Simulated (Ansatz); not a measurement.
# CuTe: the cost of one run

Computed with Ansatz 0.2.0 (DFT PBEsol, with the methods named in each step, unless a step's input says otherwise).

1 further run of the same task is left out (it didn't finish).

**1. The system as given**

Symmetry: Pmmn, No. 59, orthorhombic system. Conventional cell: a = 3.155 Å, b = 4.092 Å, c = 6.956 Å, α = 90.00°, β = 90.00°, γ = 90.00°. Cu (site symmetry mm2) has 4 Te at 2.60 to 2.76 Å and 4 Cu at 2.67 Å as nearest neighbours. Te (site symmetry mm2) is surrounded by 4 Cu at 2.60 to 2.76 Å.

Structure file:

```cif
data_structure
_symmetry_space_group_name_H-M 'P 1'
_symmetry_Int_Tables_number 1
_cell_length_a 3.1550
_cell_length_b 4.0920
_cell_length_c 6.9560
_cell_angle_alpha 90.000
_cell_angle_beta 90.000
_cell_angle_gamma 90.000
_cell_volume 89.80
loop_
_atom_site_label
_atom_site_type_symbol
_atom_site_fract_x
_atom_site_fract_y
_atom_site_fract_z
_atom_site_occupancy
Cu1 Cu 0.00000 0.50000 0.45270 1
Cu2 Cu 0.50000 0.00000 0.54730 1
Te1 Te 0.00000 0.00000 0.22130 1
Te2 Te 0.50000 0.50000 0.77870 1
```

Atoms are numbered in the order of the input: Cu1, Cu2, Te3, Te4.

**2. Cell and atoms relaxed, PAW**

Contents of input.yaml:

```yaml
crystal:
  lattice:
    - [3.155, 0.0, 0.0]
    - [0.0, 4.092, 0.0]
    - [0.0, 0.0, 6.956]
  atoms:
    - { symbol: Cu, position: [0.0, 0.5, 0.4527] }
    - { symbol: Cu, position: [0.5, 0.0, 0.5473] }
    - { symbol: Te, position: [0.0, 0.0, 0.2213] }
    - { symbol: Te, position: [0.5, 0.5, 0.7787] }
kpoints:
  mp_grid: { grid: [11, 9, 5] }
scf:
  occupations: { method: fermi_dirac, width: 0.05 }
hamiltonian:
  xc: pbesol
  pseudopotentials: { kind: paw }
output:
  forces: true
  stress: true
  write_density: true
  write_potential: true
  elf: true
  volumetric_format: npy
relax:
  f_tol: 0.005
  max_steps: 50
  cell: {}
```

Launch:

```console
ansatz run input.yaml --threads 1 --pin off --max-ram 3072MiB --backend cpu --events-out ev --progress --plain --runs-dir out
```

Q: Estimate wall time and peak memory on 1 thread of Intel Xeon Platinum 8488C (Sapphire Rapids), shared host.

About 1.8 min, with a peak of 0.6 GiB.
